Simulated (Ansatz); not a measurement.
# B2H2S2O (SMILES SB1OBS1) at CAM-B3LYP/cc-pVDZ

What is the vertical singlet–triplet gap of B2H2S2O at CAM-B3LYP/cc-pVDZ? 

The results are computed with Ansatz 0.2.0.

67 further runs of the same task are left out: 67 set aside as unsound or not needed. Runs told in other sessions of the task aren't counted.

### Step 1. The system as given

B2H2S2O: 7 atoms, total charge 0, spin state singlet. SMILES: `SB1OBS1`. Geometry: relaxed at PBE0-D4/def2-TZVP. This is one conformer, not always the lowest.

Bond lengths: S1–B2 1.781 Å, B2–O3 1.394 Å, O3–B4 1.387 Å, B2–S5 1.841 Å, B4–S5 1.832 Å, S1–H6 1.345 Å, B4–H7 1.189 Å. Angles: S1–B2–O3 127.3°, S1–B2–S5 130.2°, O3–B2–S5 102.6°, B2–O3–B4 89.7°, O3–B4–S5 103.3°, B2–S5–B4 64.5°, B2–S1–H6 94.6°, O3–B4–H7 125.5°, S5–B4–H7 131.2°.

### Step 2. A single-point energy at CAM-B3LYP/cc-pVDZ

File in.yaml:

```yaml
crystal:
  periodic: [false, false, false]
  atoms:
    - {symbol: S, position_ang: [-1.594700, 0.794600, 1.402500]}
    - {symbol: B, position_ang: [-0.211900, 0.312100, 0.389500]}
    - {symbol: O, position_ang: [-0.181400, -0.697300, -0.571400]}
    - {symbol: B, position_ang: [1.146800, -0.395600, -0.834200]}
    - {symbol: S, position_ang: [1.501400, 0.981700, 0.321000]}
    - {symbol: H, position_ang: [-2.432400, -0.120800, 0.882800]}
    - {symbol: H, position_ang: [1.833600, -0.942500, -1.636000]}
basis:
  gaussian:
    orbitals: cc-pVDZ
total_charge: 0
hamiltonian:
  xc: {name: CAM-B3LYP}
accuracy: high
output: {orbitals: {seedname: orbitals}}
```

On the command line:

```sh
ansatz run in.yaml --threads 1 --pin off --max-ram 2610MiB --events-out events.jsonl --progress --plain --runs-dir runs
```

The program printed:

```text
Warning: RAYON_NUM_THREADS=1 ignored (pool sized by the plan → 1); use --threads N
Functional definition: CAM-B3LYP
  name "CAM-B3LYP"
  parameter alpha = 0.19
  parameter beta = 0.46
  parameter omega = 0.33/bohr
  parameter ac = 0.81
  exchange = (1 - alpha - beta)*b88_x + beta*b88_x_sr(omega) + alpha*exact_x + beta*exact_x_lr(omega)
  correlation = (1 - ac)*vwn5_c + ac*lyp_c
2018 factors; integrals over basis functions are off by at most 3.3e-9 eV
433 factors; integrals over basis functions are off by at most 1.7e-9 eV
mean field evaluation 1: about -25102.5110 eV, gradient 4.1e1 eV
mean field evaluation 2: about -25099.9244 eV, gradient 5.8e1 eV
mean field evaluation 4: about -25105.6412 eV, gradient 1.6e0 eV
mean field evaluation 8: about -25105.8217 eV, gradient 1.3e-1 eV
mean field evaluation 16: about -25105.8217 eV, gradient 3.9e-5 eV
mean field -25105.82174944 eV, -922.6219319549 hartree, gradient 3.2e-8 eV, S^2 0.000000; 0 other end points of the search recorded, 0 dependent functions left out
reference -25105.82176799 eV, -922.6219326363 hartree; 26, 26 occupied and 62, 62 virtual orbitals, 2018 factors
Total energy: -25105.82176799 eV, -922.6219326363 hartree
```

Run time: 10 s. Hardware: 1 thread of Arm Neoverse V2, shared host; peak memory 0.35 GiB.

### Step 3. The triplet at the same level

File in.yaml:

```yaml
crystal:
  periodic: [false, false, false]
  atoms:
    - symbol: S
      position_ang: [-1.594700, 0.794600, 1.402500]
    - symbol: B
      position_ang: [-0.211900, 0.312100, 0.389500]
    - symbol: O
      position_ang: [-0.181400, -0.697300, -0.571400]
    - symbol: B
      position_ang: [1.146800, -0.395600, -0.834200]
    - symbol: S
      position_ang: [1.501400, 0.981700, 0.321000]
    - symbol: H
      position_ang: [-2.432400, -0.120800, 0.882800]
    - symbol: H
      position_ang: [1.833600, -0.942500, -1.636000]
basis:
  gaussian:
    orbitals: cc-pVDZ
magnetization:
  spin_polarized: true
  initial_magnetization: 2
hamiltonian:
  xc: {name: CAM-B3LYP}
accuracy: high
output:
  orbitals: {seedname: orbitals}
```

On the command line:

```sh
ansatz run in.yaml --threads 1 --pin off --max-ram 2610MiB --events-out events.jsonl --progress --plain --runs-dir runs
```

The program printed (excerpt; [...] marks lines left out):

```text
Warning: RAYON_NUM_THREADS=1 ignored (pool sized by the plan → 1); use --threads N
[... 2 set-up lines as earlier in the session ...]
[...]
2018 factors; integrals over basis functions are off by at most 3.3e-9 eV
433 factors; integrals over basis functions are off by at most 1.7e-9 eV
[...]
mean field -25100.81472041 eV, -922.4379270317 hartree, gradient 6.4e-8 eV, S^2 2.006777; 6 other end points of the search recorded, 0 dependent functions left out
reference -25100.81473897 eV, -922.4379277138 hartree; 27, 25 occupied and 61, 63 virtual orbitals, 2018 factors
Total energy: -25100.81473897 eV, -922.4379277138 hartree
```

It took 34 s on 1 thread of Arm Neoverse V2, shared host; peak memory 0.52 GiB.

### Step 4. What came out

Level: CAM-B3LYP/cc-pVDZ.

```
                                        quantity          value
                           singlet: total energy  -922.62193 Eh
                            singlet: HOMO energy       -9.00 eV
                            singlet: LUMO energy        0.02 eV
                          singlet: HOMO–LUMO gap        9.02 eV
                           triplet: total energy  -922.43793 Eh
     triplet: HOMO energy (highest over α and β)       -4.20 eV
                                   triplet: ⟨S²⟩          2.007
vertical energy of the triplet above the singlet       5.007 eV
```

What this shows: At this shape the triplet lies 5.01 eV (483 kJ/mol) above the singlet.
